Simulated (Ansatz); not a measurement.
**KCrCl3: equation of state with PBE**

The system is KCrCl3.

```xyz
5
Lattice="4.9779 0.0000 0.0000 0.0000 4.9779 0.0000 0.0000 0.0000 4.9706" Properties=species:S:1:pos:R:3 pbc="T T T"
Cr    2.4890    2.4890    2.4111
K     0.0000    0.0000    4.9545
Cl    0.0000    2.4890    2.4126
Cl    2.4890    2.4890    4.8963
Cl    2.4890    0.0000    2.4126
```

The cell comes from a database or a generator and needn't be the stable form of this composition.

- Program: Ansatz 0.2.0
- Task: equation of state
- Functional: PBE
- Potentials or basis: Ansatz PAW
- Cutoff: 420 eV
- Density cutoff: 1680 eV
- k mesh: 6 × 6 × 6
- Occupations: fermi-dirac, width 0.05 eV
- Spin: collinear spin, ferromagnetic start
- Starting moments: [3.0, 0.0, 0.0, 0.0, 0.0] μB

The equilibrium volume is 24.62 Å³/atom, the bulk modulus at fixed shape and positions is 36 GPa and the pressure derivative of the bulk modulus is 4.6.

Energy against volume, from the lowest point:
```csv
volume (Å³/atom),energy (meV/atom)
23.156,11.02
23.649,4.66
24.141,1.08
24.634,0.00
25.127,1.14
25.619,4.27
26.112,9.18
```

All runs of the series together: 43 s on 2 threads of AMD EPYC 9B45 (Zen 5), on a shared host.

Caveat: the cell was scaled at fixed shape and fractional positions, which overstates the stiffness of a crystal with free parameters, most of all of layers and chains.
